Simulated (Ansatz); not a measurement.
**ClH₄NOSiTe: two torsions**

A grid of calculations on ClH₄NOSiTe, SMILES N[Si](O)(Cl)[TeH], to see where the energy is lowest and how it rises around there.

Method: RHF/def2-SVP; program: Ansatz 0.2.0.

## (1) Where the work starts

SMILES `N[Si](O)(Cl)[TeH]`, 9 atoms, charge 0, spin multiplicity 1.

Atoms are counted from 1 here; the program's logs count them from 0.

Bond lengths: N1–Si2 1.715 Å, N1–H6 1.022 Å, N1–H7 1.024 Å, Si2–O3 1.670 Å, Si2–Cl4 2.107 Å, Si2–Te5 2.517 Å, O3–H8 0.974 Å, Te5–H9 1.680 Å. Angles: Si2–N1–H6 119.4°, Si2–N1–H7 119.2°, H6–N1–H7 112.4°, N1–Si2–O3 103.8°, N1–Si2–Cl4 117.4°, N1–Si2–Te5 105.3°, O3–Si2–Cl4 106.7°, O3–Si2–Te5 116.8°, Cl4–Si2–Te5 107.4°, Si2–O3–H8 114.3°, Si2–Te5–H9 91.5°.

Coordinates:

```xyz
9
ClH4NOSiTe
N     1.1292    1.0620   -0.5020
Si    0.0408   -0.1776   -0.0327
O     1.0407   -1.4092    0.4895
Cl   -1.1989   -0.9967   -1.5271
Te   -1.4581    0.8752    1.6934
H     0.7608    1.9738   -0.7789
H     1.9792    0.8127   -1.0158
H     0.5980   -2.2708    0.5860
H    -2.8031    0.0844    1.0704
```

This geometry comes from a loose relaxation at PBE in a small basis, which is not shown.

## (3) The grid

- dihedral N1–Si2–O3–H8: 18 values from −180 to 160 °, periodic
- dihedral H6–N1–Si2–O3: 18 values from −180 to 160 °, periodic

Nothing else is relaxed (all other coordinates rigid). Energies count from the relaxed molecule at the same level. Points are written as (first, second).

(The set-up runs are not shown.)

## (4) The run at (100°, 40°)

The input, input.yaml:

```yaml
crystal:
  periodic: [false, false, false]
  atoms:
    - { symbol: "N", position_ang: [1.105199, 1.042392, -0.567747] }
    - { symbol: Si, position_ang: [0.036419, -0.164762, -0.06202] }
    - { symbol: O, position_ang: [-1.282312, 0.006247, -1.011896] }
    - { symbol: Cl, position_ang: [-0.620367, -0.007933, 1.911594] }
    - { symbol: Te, position_ang: [1.217452, -2.369007, -0.271815] }
    - { symbol: H, position_ang: [0.808256, 1.965832, -0.81083] }
    - { symbol: H, position_ang: [2.004218, 0.805437, -0.941597] }
    - { symbol: H, position_ang: [-1.41573, -0.555831, -1.758833] }
    - { symbol: H, position_ang: [0.601999, -2.972588, 1.130393] }
basis:
  gaussian: { orbitals: def2-SVP }
hamiltonian:
  xc: hf
output:
  forces: true
```

On the command line:

```sh
$ ansatz run input.yaml --threads 1 --pin off --max-ram 2560MiB --backend cpu --events-out ev --progress --plain --runs-dir out
```

Further runs follow: the other points that were computed.

Before running it: what results should come out? Wanted: lowest point; highest computed point; dipole moment.

As calculated:

| quantity | value |
| --- | --- |
| lowest point | (−180°, −180°), 0.007 eV |
| highest computed point | (60°, 100°), 0.447 eV above the lowest |
| dipole moment (D) | 0.60 at (−180°, −120°) to 3.68 at (20°, 0°); 0.95 at the lowest point |
| time for the whole task | 36 min on 1 thread, shared host |

In words: The lowest computed point is at (−180°, −180°), 0.007 eV from the relaxed molecule at the same level. There is a further well near (−160°, 0°) (0.039 eV above the lowest at that grid point). The highest computed point, (60°, 100°), lies 0.447 eV above the lowest. On the interpolated surface the easiest way out of the lowest well to its copy in the next cell or period passes a barrier of about 0.17 eV. Round the minimum the valley is somewhat tilted: raising dihedral N1–Si2–O3–H8 shifts the best value of dihedral H6–N1–Si2–O3 upwards (coupling k₁₂/√(k₁₁k₂₂) about −0.2).
